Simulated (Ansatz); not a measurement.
# Nb: the cost of one run

Program: Ansatz 0.2.0. Level of theory: DFT PBEsol, frozen-core PAW, scalar-relativistic unless said. These are calculated values, not measurements.

The COD entry's cell or inner coordinates are ideal or old and differ from later refinements, so a difference from it is no clean test against experiment.

**1. Starting point**

The structure is cubic, space group Im-3m (No. 229). The conventional cell has a = 3.328 Å, b = 3.328 Å, c = 3.328 Å, α = 90.00°, β = 90.00°, γ = 90.00°. Nb (site symmetry m-3m) is surrounded by 8 Nb at 2.88 Å.

Coordinates:

```
Nb
1.0
    -1.66395    1.66395    1.66395
     1.66395   -1.66395    1.66395
     1.66395    1.66395   -1.66395
Nb
1
Direct
  0.00000 0.00000 0.00000
```

Cartesian axes are those of the input's lattice vectors. The structure goes back to a database entry.

**2. Cell and atoms relaxed, PAW**

File input.yaml:

```yaml
crystal:
  lattice:
    - [-1.66395, 1.66395, 1.66395]
    - [1.66395, -1.66395, 1.66395]
    - [1.66395, 1.66395, -1.66395]
  atoms:
    - { symbol: Nb, position: [0.0, 0.0, 0.0] }
kpoints:
  mp_grid: { grid: [24, 24, 24] }
scf:
  occupations: { method: fermi_dirac, width: 0.1 }
hamiltonian:
  xc: pbesol
  pseudopotentials: { kind: paw }
relax:
  f_tol: 0.002
  max_steps: 80
  cell: {}
output:
  forces: true
  stress: true
  write_density: true
  write_potential: true
  elf: true
  volumetric_format: npy
```

Run with:

```sh
ansatz run input.yaml --threads 1 --pin off --max-ram 3072MiB --backend cpu --events-out ev --progress --plain --runs-dir out
```

Q: Estimate wall time and peak memory on 1 thread of Arm Neoverse V2, shared host.

About 21 s, with a peak of 0.37 GiB.
